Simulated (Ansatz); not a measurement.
**BGeC (quartet): the correlation ladder, cc-pVDZ**

One table from this session's results is given with a row withheld; the runs are named, their logs left out.

The runs use Ansatz 0.2.0, Gaussian basis; cc-pVDZ, core rule «outside noble gas», up to 16 orbitals frozen.

The runs, in order: UHF; CCSD(T) on ROHF; CCSD(T) on UHF; BCCD(T) on ROHF; CISD as a restricted active space (open shells left free, so some higher excitations enter); CCSDT(Q) on ROHF; CCSDT(Q) on UHF.

26 further runs of the same task are left out: 12 that didn't finish, 14 set aside as unsound or not needed. Runs told in other sessions of the task aren't counted.

**What is computed**

The geometry is a PBE0/def2-TZVP stationary point (not a proven minimum). No spin-orbit coupling is included. The filled d shell of Ge may be among the frozen orbitals whatever the setting's name suggests.

3 atoms, charge 0, spin multiplicity 4.

Atoms are counted from 1 here; the program's logs count them from 0.

Bond lengths: B1–C2 1.397 Å, C2–Ge3 1.899 Å. Angles: B1–C2–Ge3 180.0°.

The first run:

File in.yaml:

```yaml
crystal:
  periodic: [false, false, false]
  atoms:
    - {symbol: B, position_ang: [0.000000, 0.000000, 1.564300]}
    - {symbol: C, position_ang: [0.000000, 0.000000, 0.167100]}
    - {symbol: Ge, position_ang: [0.000000, 0.000000, -1.731400]}
basis:
  gaussian: {orbitals: cc-pVDZ}
magnetization: {spin_polarized: true, initial_magnetization: 3}
hamiltonian: {xc: hf}
output: {orbitals: {seedname: orbitals}}
```

Started as:

```sh
$ ansatz run in.yaml --threads 1 --pin off --events-out ev --progress --plain --max-ram 2393MiB
```

Among the steps run: UHF; CCSD(T) on ROHF; CCSD(T) on UHF; BCCD(T) on ROHF; CISD as a restricted active space (open shells left free, so some higher excitations enter); CCSDT(Q) on ROHF; CCSDT(Q) on UHF.

One of the session's tables, all rows but one given; the rest of the session is left out.

| method | from RCCSDT(Q) (meV) |
| --- | --- |
| ROHF | +7017.4 |
| UHF | +6839.6 |
| RMP2 | +1342.2 |
| UMP2 | +1360.1 |
| CISD | +1036.4 |
| RCCSD | +477.9 |
| UCCSD | +472.2 |
| RCCSD(T) | +159.7 |
| UCCSD(T) | ? |
| BCCD(T) | +159.3 |
| RCCSDT | +64.3 |
| UCCSDT | +63.8 |
| RCCSDT(Q) | 0 |
| UCCSDT(Q) | -0.8 |

**Question.** Estimate the row for UCCSD(T).

The run gave: from RCCSDT(Q) (meV): +160.3. In the column «from RCCSDT(Q) (meV)» it lies between RCCSD(T) (+159.7) and UCCSD (+472.2).

With the free atoms at the same levels and basis (separate runs), the atomisation energy is 6.897 eV at RCCSDT(Q), 6.765 eV at RCCSD(T), 6.754 eV at UCCSD(T), 5.372 eV at ROHF.

To keep in mind: Restricted and unrestricted rows rest on different reference determinants; a gap between their highest levels can come from leftover correlation error, from unlike frozen cores or from another state.
